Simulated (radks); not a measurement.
**Ionisation energy and size from C⁴⁺ to Ne⁴⁺**

The task here is to estimate one member of a computed series from the others.

Program: radks (a radial shooting solver on a logarithmic mesh, Libxc functionals) version 1. Level of theory: Dirac Kohn-Sham, PBE, spin-unpolarised, spherical densities, finite nucleus; open shells fill j = l - 1/2 first. These are calculated values, not measurements, unless marked.

### What is computed

- species: C⁴⁺, N⁴⁺, O⁴⁺, F⁴⁺, Ne⁴⁺
- runs: 10, each species and its next ion

Set-up of the first run:

Settings of this run:

```text
Z 6
configuration [He]
relativity Dirac
functional pbe,pbe
spin unpolarised
j_filling energy
nucleus finite rms 2.4702 fm
c 137.035999084
```

Among the steps run: C⁴⁺, [He]; C⁵⁺, 1s1; N⁴⁺, [He] 2s1; N⁵⁺, [He]; O⁴⁺, [He] 2s2; O⁵⁺, [He] 2s1; F⁴⁺, [He] 2s2 2p1; F⁵⁺, [He] 2s2; Ne⁴⁺, [He] 2s2 2p2; Ne⁵⁺, [He] 2s2 2p1.

One of the session's tables, all rows but one given; the rest of the session is left out.

```
species  Δ-SCF (eV)  −ε(HOMO) (eV)  its <r> (bohr)
    C⁴⁺      399.51         357.73           0.268
    N⁴⁺      97.107         87.572            1.05
    O⁴⁺      114.28         102.72           0.931
    F⁴⁺      113.67         99.350           0.839
   Ne⁴⁺           ?              ?               ?
```

Q: Estimate the row for Ne⁴⁺ from the others.

As computed: Δ-SCF (eV): 124.71; −ε(HOMO) (eV): 109.26; its <r> (bohr): 0.764. In the column «Δ-SCF (eV)» it lies between O⁴⁺ (114.28) and C⁴⁺ (399.51).

Caveats from the session: For F⁴⁺, Ne⁴⁺ the highest level isn't the widest one, so −ε(HOMO) and <r> belong to different orbitals, and Δ-SCF follows the ion's typed configuration. Spin polarisation and multiplet splitting are left out, so open shells lie too high by an amount that depends on their filling.
